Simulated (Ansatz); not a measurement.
# AlGaCl (quartet): from Hartree-Fock to the top rungs at a displaced geometry (v2), cc-pVDZ

The task here is to estimate one member of a computed series from the others.

Program: Ansatz 0.2.0, Gaussian basis. Level of theory: cc-pVDZ, core rule «outside noble gas», up to 24 orbitals frozen. These are calculated values, not measurements.

The runs, in order: UHF; CCSD(T) on ROHF; CCSD(T) on UHF; BCCD(T) on ROHF; CISD; CCSDT(Q) on ROHF; CCSDT(Q) on UHF.

35 further runs of the same task are left out: 11 for a known fault of the program, 12 that didn't finish, 12 set aside as unsound or not needed.

### What is computed

The geometry is a PBE0/def2-TZVP stationary point (not a proven minimum) with its atoms shifted at random (size 0.100 Å). No spin-orbit coupling is included. The filled d shell of Ga may be among the frozen orbitals whatever the setting's name suggests; the logs give the count.

3 atoms, charge 0, spin multiplicity 4.

Atoms are counted from 1 here; the program's logs count them from 0.

Bond lengths: Cl1–Al2 2.109 Å, Al2–Ga3 2.310 Å. Angles: Cl1–Al2–Ga3 173.5°.

The first run:

Contents of in.yaml:

```yaml
crystal:
  periodic: [false, false, false]
  atoms:
    - {symbol: Cl, position_ang: [0.084376, 0.005225, -2.171002]}
    - {symbol: Al, position_ang: [-0.080498, 0.013599, -0.068609]}
    - {symbol: Ga, position_ang: [-0.003878, -0.018825, 2.239611]}
basis:
  gaussian: {orbitals: cc-pVDZ}
magnetization: {spin_polarized: true, initial_magnetization: 3}
hamiltonian: {xc: hf}
output: {orbitals: {seedname: orbitals}}
```

Command:

```sh
$ ansatz run in.yaml --threads 1 --pin off --events-out ev --progress --plain --max-ram 2393MiB
```

Among the steps run: UHF; CCSD(T) on ROHF; CCSD(T) on UHF; BCCD(T) on ROHF; CISD; CCSDT(Q) on ROHF; CCSDT(Q) on UHF.

One table of the session follows, with a row left open; its other results are not shown here.

It belongs to the step «Misses and costs». 

```
   method  from UCCSDT(Q) (meV)
     ROHF               +6787.6
      UHF               +6674.6
     RMP2               +1009.9
     UMP2               +1021.7
     CISD                +856.4
    RCCSD                +275.9
    UCCSD                +258.6
 RCCSD(T)                 +67.4
 UCCSD(T)                 +54.4
  BCCD(T)                     ?
   RCCSDT                 +32.2
   UCCSDT                 +18.2
RCCSDT(Q)                 +14.6
UCCSDT(Q)                     0
```

**Question.** Estimate the row for BCCD(T).

**Answer.** from UCCSDT(Q) (meV): +67.9. In the column «from UCCSDT(Q) (meV)» it lies between RCCSD(T) (+67.4) and UCCSD (+258.6).

To keep in mind: Restricted and unrestricted rows rest on different reference determinants; where their highest levels disagree by more than a few hundredths of an eV, they describe different states and don't form one ladder.
